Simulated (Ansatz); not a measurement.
**CHFGaN (SMILES N#[C][GaH][F]) at HSE06/cc-pVDZ**

What is the vertical ionisation energy of CHFGaN at HSE06/cc-pVDZ? 

Program for the calculation: Ansatz 0.2.0.

126 further runs of the same task are left out: 126 set aside as unsound or not needed.

## Step 1: The molecule

CHFGaN has 5 atoms, charge 0, and is taken as a singlet. SMILES: `N#[C][GaH][F]`. The shape is that of a PBE0-D4/def2-TZVP optimisation.

Bond lengths: N1–C2 1.152 Å, C2–Ga3 1.931 Å, Ga3–F4 1.741 Å, Ga3–H5 1.539 Å. Angles: N1–C2–Ga3 177.5°, C2–Ga3–F4 112.3°, C2–Ga3–H5 127.5°, F4–Ga3–H5 120.2°.

## Step 2: A single-point energy at HSE06/cc-pVDZ

The input, job.yaml:

```yaml
crystal:
  periodic: [false, false, false]
  atoms:
    - symbol: N
      position_ang: [1.214000, -1.657200, 1.266000]
    - symbol: C
      position_ang: [0.641000, -0.864700, 0.656300]
    - symbol: Ga
      position_ang: [-0.259700, 0.519000, -0.345500]
    - symbol: F
      position_ang: [-1.724700, -0.053500, -1.092600]
    - symbol: H
      position_ang: [0.179200, 1.982700, -0.525600]
basis:
  gaussian:
    orbitals: cc-pVDZ
hamiltonian:
  xc: hse06
accuracy: high
output:
  orbitals: {seedname: orbitals}
```

Started as:

```bash
ansatz run job.yaml --threads 1 --pin off --max-ram 3480MiB --events-out events.jsonl --progress --plain --runs-dir runs
```

Output:

```text
Warning: RAYON_NUM_THREADS=1 ignored (pool sized by the plan → 1); use --threads N
Functional definition: HSE06
  name "HSE06"
  parameter a = 0.25
  parameter omega = 0.11/bohr
  exchange = pbe_x - a*pbe_x_sr(omega) + a*exact_x_sr(omega)
  correlation = pbe_c
1569 factors; integrals over basis functions are off by at most 4.4e-9 eV
89 factors; integrals over basis functions are off by at most 9.6e-10 eV
mean field evaluation 1: about -57619.9955 eV, gradient 4.9e1 eV
mean field evaluation 2: about -57604.7373 eV, gradient 9.9e1 eV
mean field evaluation 4: about -57624.8218 eV, gradient 7.6e0 eV
mean field evaluation 8: about -57625.0542 eV, gradient 8.0e-1 eV
mean field evaluation 16: about -57625.0559 eV, gradient 1.1e-5 eV
mean field -57625.05585085 eV, -2117.6817428531 hartree, gradient 9.0e-8 eV, S^2 0.000000; 0 other end points of the search recorded, 0 dependent functions left out
reference -57625.05585438 eV, -2117.6817429828 hartree; 27, 27 occupied and 47, 47 virtual orbitals, 1569 factors
Total energy: -57625.05585438 eV, -2117.6817429828 hartree
```

Run time: 5.4 s. Hardware: 1 thread of Arm Neoverse V2, shared host; peak memory 0.23 GiB.

## Step 3: The doublet cation, same level

The input, molecule.yaml:

```yaml
crystal:
  periodic: [false, false, false]
  atoms:
    - symbol: N
      position_ang: [1.214000, -1.657200, 1.266000]
    - symbol: C
      position_ang: [0.641000, -0.864700, 0.656300]
    - symbol: Ga
      position_ang: [-0.259700, 0.519000, -0.345500]
    - symbol: F
      position_ang: [-1.724700, -0.053500, -1.092600]
    - symbol: H
      position_ang: [0.179200, 1.982700, -0.525600]
basis:
  gaussian:
    orbitals: cc-pVDZ
total_charge: 1
output: {orbitals: {seedname: orbitals}}
accuracy: high
hamiltonian:
  xc: hse06
magnetization:
  spin_polarized: true
  initial_magnetization: 1
```

Started as:

```bash
ansatz run molecule.yaml --threads 1 --pin off --max-ram 3480MiB --events-out events.jsonl --progress --plain --runs-dir runs
```

Output:

```text
Warning: RAYON_NUM_THREADS=1 ignored (pool sized by the plan → 1); use --threads N
[... 6 set-up lines as earlier in the session ...]
1569 factors; integrals over basis functions are off by at most 4.4e-9 eV
89 factors; integrals over basis functions are off by at most 9.6e-10 eV
mean field evaluation 1: about -57595.5826 eV, gradient 6.0e1 eV
mean field evaluation 2: about -57408.3356 eV, gradient 1.9e2 eV
mean field evaluation 4: about -57605.5303 eV, gradient 3.7e1 eV
mean field evaluation 8: about -57612.6054 eV, gradient 1.2e0 eV
mean field evaluation 16: about -57612.7726 eV, gradient 1.9e-1 eV
mean field evaluation 32: about -57612.7737 eV, gradient 1.7e-4 eV
mean field evaluation 64: about -57612.6433 eV, gradient 1.7e0 eV
mean field -57612.77370922 eV, -2117.2303824734 hartree, gradient 4.4e-8 eV, S^2 0.767022; 7 other end points of the search recorded, 0 dependent functions left out
reference -57612.77371286 eV, -2117.2303826071 hartree; 27, 26 occupied and 47, 48 virtual orbitals, 1569 factors
Total energy: -57612.77371286 eV, -2117.2303826071 hartree
```

Wall time 24 s (1 thread of Arm Neoverse V2, shared host); peak memory 0.35 GiB.

## Step 4: Summary of results

Level: HSE06/cc-pVDZ.

| quantity | value |
| --- | --- |
| singlet CHFGaN: total energy | -2117.68174 Eh |
| singlet CHFGaN: HOMO energy | -9.56 eV |
| singlet CHFGaN: LUMO energy | -2.80 eV |
| singlet CHFGaN: HOMO–LUMO gap | 6.76 eV |
| doublet cation: total energy | -2117.23038 Eh |
| doublet cation: HOMO energy (highest over α and β) | -16.15 eV |
| doublet cation: LUMO energy (lowest over α and β) | -14.99 eV |
| doublet cation: ⟨S²⟩ | 0.767 |
| vertical ionisation energy (to the doublet cation) | 12.282 eV |

**Reading.** Removing an electron at fixed nuclei costs 12.28 eV (1185 kJ/mol). The negative HOMO energy of the first species, 9.56 eV, lies 2.72 eV below that difference.
